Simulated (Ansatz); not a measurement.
**CH4AlFO2: taking an electron away**

How much energy removes an electron from CH4AlFO2 at fixed geometry? The cation is run at each level and the neutral's energy taken from earlier runs.

Computed with Ansatz 0.2.0, Gaussian basis. Level: unrestricted cation, the program's frozen cores in correlated methods.

Levels to be run: UKS PBE-D4/def2-TZVPP; UKS r2SCAN-D4/def2-TZVPP; UKS PBE0-D4/def2-TZVPP; UKS B3LYP-D4/def2-TZVPP; UKS wB97X-V/def2-TZVPP; UKS wB97M-V/def2-TZVPP; UKS B2PLYP/def2-TZVPP; UHF-CCSD(T)/def2-TZVPP; UHF-MP2/def2-QZVPP; extrapolation to the limit; then −ε(HOMO) from the neutral's earlier runs with LDA (SPW92), PBE-D4, revPBE-D4, BLYP-D4, r2SCAN-D4, B97M-V, PBE0-D4, B3LYP-D4, r2SCANh-D4, r2SCAN0-D4, HSE06-D4, BHLYP-D4, CAM-B3LYP-D4, LC-ωPBE, ωB97X-V, ωB97M-V.

## (1) Structure used throughout

All runs share one geometry, relaxed beforehand with PBE0-D4 in a triple-zeta def2 set.

SMILES `C[O][Al]([OH])[F]`, 9 atoms, charge 0, spin multiplicity 1.

Atoms are counted from 1 here; the program's logs count them from 0.

Bond lengths: C1–O2 1.400 Å, C1–H6 1.094 Å, C1–H7 1.094 Å, C1–H8 1.096 Å, O2–Al3 1.668 Å, Al3–O4 1.684 Å, Al3–F5 1.642 Å, O4–H9 0.955 Å. Angles: O2–C1–H6 109.8°, O2–C1–H7 109.8°, O2–C1–H8 112.5°, H6–C1–H7 108.0°, H6–C1–H8 108.3°, H7–C1–H8 108.3°, C1–O2–Al3 135.0°, O2–Al3–O4 120.7°, O2–Al3–F5 118.5°, O4–Al3–F5 120.8°, Al3–O4–H9 123.6°.

Coordinates:

```mol
CH4AlFO2
  3D, bonds by distance, orders not assigned

  9  8  0  0  0  0  0  0  0  0999 V2000
    0.1775   -1.5112   -0.5415 C   0  0
    0.6779   -0.2042   -0.5898 O   0  0
    0.2673    1.2440    0.1286 Al  0  0
   -1.0339    1.3364    1.1937 O   0  0
    1.1605    2.5756   -0.2266 F   0  0
    0.9569   -2.1945   -0.1901 H   0  0
   -0.1253   -1.8302   -1.5436 H   0  0
   -0.6874   -1.6053    0.1247 H   0  0
   -1.3049    2.1431    1.6276 H   0  0
  1  2  8  0
  2  3  8  0
  3  4  8  0
  3  5  8  0
  1  6  8  0
  1  7  8  0
  1  8  8  0
  4  9  8  0
M  END
```

## (2) Cation, UKS PBE-D4/def2-TZVPP

Input file in.yaml:

```yaml
crystal:
  periodic: [false, false, false]
  atoms:
    - {symbol: C, position_ang: [0.177462, -1.511210, -0.541463]}
    - {symbol: O, position_ang: [0.677928, -0.204175, -0.589819]}
    - {symbol: Al, position_ang: [0.267258, 1.243956, 0.128594]}
    - {symbol: O, position_ang: [-1.033927, 1.336393, 1.193656]}
    - {symbol: F, position_ang: [1.160467, 2.575606, -0.226649]}
    - {symbol: H, position_ang: [0.956856, -2.194502, -0.190122]}
    - {symbol: H, position_ang: [-0.125304, -1.830237, -1.543631]}
    - {symbol: H, position_ang: [-0.687384, -1.605278, 0.124709]}
    - {symbol: H, position_ang: [-1.304856, 2.143147, 1.627627]}
basis:
  gaussian: {orbitals: def2-TZVPP}
total_charge: 1
magnetization: {spin_polarized: true, initial_magnetization: 1}
hamiltonian: {xc: pbe, dispersion: d4}
```

Launch:

```bash
ansatz run in.yaml --threads 2 --pin off --events-out ev --progress --plain --max-ram 32768MiB --backend cpu
```

After this run come: Cation, UKS r2SCAN-D4/def2-TZVPP; Cation, UKS PBE0-D4/def2-TZVPP; Cation, UKS B3LYP-D4/def2-TZVPP; Cation, UKS wB97X-V/def2-TZVPP; Cation, UKS wB97M-V/def2-TZVPP; Cation, UKS B2PLYP (frozen core)/def2-TZVPP; Cation, UHF-CCSD(T)/def2-TZVPP; Cation, UHF-MP2/def2-QZVPP.

Before running them: what should the planned runs give, taken together? Wanted: ionisation energy, CCSD(T)/CBS; nearest functional by difference; nearest −ε(HOMO); −ε(HOMO) of PBE; T1 of the cation.

**Answer**, as computed:

```
                        quantity               value
  ionisation energy, CCSD(T)/CBS            11.27 eV
nearest functional by difference   B2PLYP (-0.30 eV)
                nearest −ε(HOMO)  LC-ωPBE (-0.08 eV)
                 −ε(HOMO) of PBE             6.78 eV
                T1 of the cation               0.027
```

**Reading.** By cation minus neutral, the functionals miss by 0.97 eV at most. −ε(HOMO) of PBE misses by 4.5 eV, since self-interaction lifts the level. Among orbital estimates LC-ωPBE comes nearest. Hartree-Fock falls 1.48 eV short, as the neutral has more correlation energy than the cation.
